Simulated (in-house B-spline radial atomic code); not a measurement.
**Se¹¹⁺: excited configurations**

How much energy does it take to promote electrons of Se¹¹⁺ to other shells? Each configuration is solved by itself and compared with the reference.

The numbers are computed with in-house B-spline radial atomic code version 1 (Dirac-Hartree-Fock, average of configuration, Fermi nucleus, basis-set limit), except any that are marked as measured or tabulated.

## Step 1: The atom as given

- element: selenium (Z = 34)
- charge: +11
- electrons: 23
- configuration: [Ar] 3d5
- Hamiltonian: Dirac-Coulomb
- nucleus: Fermi, rms radius 4.140 fm

Outer shells as boxes (Hund's rule):

[Ar] 3d5
```
[Ar] core
3d [↑ ][↑ ][↑ ][↑ ][↑ ]
```

The boxes draw the filling by Hund's rule, which heavy ions in jj coupling don't follow; these runs average over all states of the configuration.

Input settings:

```ini
Z = 34
electrons = 23.0
configuration = [Ar] 3d5
hamiltonian = dirac
method = hf
spin_polarised = False
nucleus = fermi
rms_radius = 4.14
mass_number = 80
atomic_mass = 79.916521761
speed_of_light = 137.035999084
```

From the earlier run of the reference: total energy -2378.398153 hartree. Levels, eight at most:

```csv
orbital,occupation,energy (eV),<r> (bohr)
2s1/2,2,-1997.05,0.1946
2p1/2,2,-1816.09,0.1680
2p3/2,4,-1773.87,0.1717
3s1/2,2,-514.63,0.5409
3p1/2,2,-448.55,0.5395
3p3/2,4,-441.38,0.5471
3d3/2,2,-340.92,0.5221
3d5/2,3,-339.71,0.5244
```

## Step 2: Run with [Ne] 3s2 3p5 3d5 5g1

Input settings:

```ini
Z = 34
electrons = 23.0
configuration = [Ne] 3s2 3p5 3d5 5g1
hamiltonian = dirac
method = hf
spin_polarised = False
nucleus = fermi
rms_radius = 4.14
mass_number = 80
atomic_mass = 79.916521761
speed_of_light = 137.035999084
```

## Step 3: Run with [Ar] 3d4 4s1

Settings: those of step 2 with these lines changed.

```diff
@@ -2,3 +2,3 @@
 electrons = 23.0
-configuration = [Ne] 3s2 3p5 3d5 5g1
+configuration = [Ar] 3d4 4s1
 hamiltonian = dirac
```

## Step 4: [Ne] 3s2 3p5 3d5 6g1

Settings: those of step 3 with these lines changed.

```diff
@@ -2,3 +2,3 @@
 electrons = 23.0
-configuration = [Ar] 3d4 4s1
+configuration = [Ne] 3s2 3p5 3d5 6g1
 hamiltonian = dirac
```

## Step 5: Configuration [Ar] 3d4 7d1

Settings: those of step 4 with these lines changed.

```diff
@@ -2,3 +2,3 @@
 electrons = 23.0
-configuration = [Ne] 3s2 3p5 3d5 6g1
+configuration = [Ar] 3d4 7d1
 hamiltonian = dirac
```

## Step 6: [Ne] 3s2 3p5 3d5 6d1

Settings: those of step 5 with these lines changed.

```diff
@@ -2,3 +2,3 @@
 electrons = 23.0
-configuration = [Ar] 3d4 7d1
+configuration = [Ne] 3s2 3p5 3d5 6d1
 hamiltonian = dirac
```

**Question.** How far above the reference does each configuration lie (order and size, in eV)?

The runs gave:

| net move | configuration | energy above the reference (eV) | with Breit, QED, recoil (eV) | largest <r> (bohr) |
| --- | --- | --- | --- | --- |
| 3d → 4s | [Ar] 3d4 4s1 | 128.37 | 128.45 | 1.20 |
| 3d → 7d | [Ar] 3d4 7d1 | 292.34 | 292.32 | 5.16 |
| 3p → 5g | [Ne] 3s2 3p5 3d5 5g1 | 363.10 | 362.84 | 2.28 |
| 3p → 6d | [Ne] 3s2 3p5 3d5 6d1 | 378.46 | 378.21 | 3.64 |
| 3p → 6g | [Ne] 3s2 3p5 3d5 6g1 | 387.05 | 386.80 | 3.65 |

Quantum defects of the promoted electron, δ = n − ζ/√(−2ε) with ζ = 12 and ε its orbital energy in hartree:

| promotion | δ |
| --- | --- |
| 3d → 4s | 0.941 |
| 3d → 7d | 0.428 |
| 3p → 5g | 0.005 |
| 3p → 6d | 0.430 |
| 3p → 6g | 0.008 |

What this shows: The energies run from 128.37 eV (3d → 4s) to 387.05 eV (3p → 6g). Koopmans' estimate of the ionisation threshold is 339.71 eV; 3 configurations exceed it by over 2 % and could autoionise. Of those tabulated, the defect is largest for 4s (0.94) and least for 5g (0.00): low angular momentum penetrates the core, high angular momentum stays outside it. Two partly filled shells share a symmetry and can mix in the average, which may lower the energy, for: 3d → 7d; 3p → 6d. These are averages over configurations, without correlation, not spectroscopic levels.
